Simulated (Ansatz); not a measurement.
# Cu (fcc type): the cost of one run

Program: Ansatz 0.2.0. Level of theory: DFT, LDA, PAW with Ansatz's default frozen-core files, scalar-relativistic. These are calculated values, not measurements.

## Step 1: Starting point

Symmetry: Fm-3m, No. 225, cubic system. Conventional cell: a = 3.615 Å, b = 3.615 Å, c = 3.615 Å, α = 90.00°, β = 90.00°, γ = 90.00°. Cu (site symmetry m-3m) has 12 Cu at 2.56 Å as nearest neighbours.

Coordinates:

```
CELL_PARAMETERS angstrom
0.00000 1.80748 1.80748
1.80748 0.00000 1.80748
1.80748 1.80748 0.00000
ATOMIC_POSITIONS crystal
Cu 0.00000 0.00000 0.00000
```

## Step 2: Bulk cell relaxed, PAW

Contents of input.yaml:

```yaml
crystal:
  lattice:
    - [0.0, 1.8074791684, 1.8074791684]
    - [1.8074791684, 0.0, 1.8074791684]
    - [1.8074791684, 1.8074791684, 0.0]
  atoms:
    - { symbol: Cu, position: [0.0, 0.0, 0.0] }
kpoints:
  mp_grid: { grid: [21, 21, 21] }
scf:
  occupations: { method: fermi_dirac, width: 0.05 }
hamiltonian:
  xc: lda
  pseudopotentials: { kind: paw }
output:
  forces: true
  stress: true
relax:
  f_tol: 0.005
  max_steps: 40
  cell: {}
```

Launch:

```console
$ ansatz run input.yaml --threads 2 --pin off --max-ram 4096MiB --backend cpu --events-out ev --progress --plain --runs-dir out
```

Q: Estimate wall time and peak memory on 2 threads of Arm Neoverse V2, shared host.

About 7.2 s, with a peak of 0.33 GiB.
